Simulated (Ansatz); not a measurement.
# CH4FNSi: small, medium and large basis sets

The task here is to estimate one member of a computed series from the others.

Method: one geometry, several basis sets; program: Ansatz 0.2.0, Gaussian basis.

The runs, in order: PBE0-D4/def2-SVP; ωB97M-V/def2-SVP; PBE0-D4/def2-QZVPP; ωB97M-V/def2-QZVPP; the functionals' def2-TZVPP values are taken from earlier runs.

**The relaxed structure**

An earlier PBE0-D4 in a triple-zeta def2 set relaxation fixed the geometry.

SMILES `N=C[SiH2]F`, 8 atoms, charge 0, spin multiplicity 1.

Atoms are counted from 1 here; the program's logs count them from 0.

Bond lengths: N1–C2 1.269 Å, N1–H5 1.024 Å, C2–Si3 1.881 Å, C2–H6 1.098 Å, Si3–F4 1.601 Å, Si3–H7 1.483 Å, Si3–H8 1.483 Å. Angles: C2–N1–H5 111.2°, N1–C2–Si3 124.3°, N1–C2–H6 116.3°, Si3–C2–H6 119.4°, C2–Si3–F4 105.8°, C2–Si3–H7 111.6°, C2–Si3–H8 111.6°, F4–Si3–H7 108.6°, F4–Si3–H8 108.7°, H7–Si3–H8 110.4°.

Geometry (Å):

```
N    -0.5481    1.6300   -0.6383
C     0.1272    0.9610    0.2031
Si    0.2322   -0.9174    0.2256
F    -0.6831   -1.4194   -0.9886
H    -1.0276    1.0153   -1.3014
H     0.6768    1.5405    0.9559
H     1.6199   -1.3884   -0.0006
H    -0.3051   -1.4786    1.4885
```

The first run:

The input, in.yaml:

```yaml
crystal:
  periodic: [false, false, false]
  atoms:
    - {symbol: N, position_ang: [-0.548064, 1.630019, -0.638273]}
    - {symbol: C, position_ang: [0.127151, 0.960971, 0.203101]}
    - {symbol: Si, position_ang: [0.232225, -0.917405, 0.225584]}
    - {symbol: F, position_ang: [-0.683085, -1.419369, -0.988597]}
    - {symbol: H, position_ang: [-1.027594, 1.015279, -1.301384]}
    - {symbol: H, position_ang: [0.676757, 1.540548, 0.955879]}
    - {symbol: H, position_ang: [1.619939, -1.388413, -0.000630]}
    - {symbol: H, position_ang: [-0.305128, -1.478632, 1.488519]}
basis:
  gaussian: {orbitals: def2-SVP}
hamiltonian: {xc: pbe0, dispersion: d4}
output: {orbitals: {seedname: orbitals}}
```

Command:

```console
$ ansatz run in.yaml --threads 2 --pin off --events-out ev --progress --plain --max-ram 4352MiB
```

Steps of the session up to this table: PBE0-D4 in def2-SVP; ωB97M-V in def2-SVP; PBE0-D4 in def2-QZVPP; ωB97M-V in def2-QZVPP.

One table of the session follows, with a row left open; its other results are not shown here.

It belongs to the step «Density functionals: the series». 

| functional | basis | HOMO (eV) |
| --- | --- | --- |
| PBE0-D4 | def2-SVP | -7.32 |
| PBE0-D4 | def2-TZVPP | -7.50 |
| PBE0-D4 | def2-QZVPP | -7.54 |
| ωB97M-V | def2-SVP | -9.61 |
| ωB97M-V | def2-TZVPP | ? |
| ωB97M-V | def2-QZVPP | -9.85 |

Q: Estimate the row for ωB97M-V, def2-TZVPP from the others.

The run gave: HOMO (eV): -9.82. In the column «HOMO (eV)» it lies between ωB97M-V, def2-QZVPP (-9.85) and ωB97M-V, def2-SVP (-9.61).
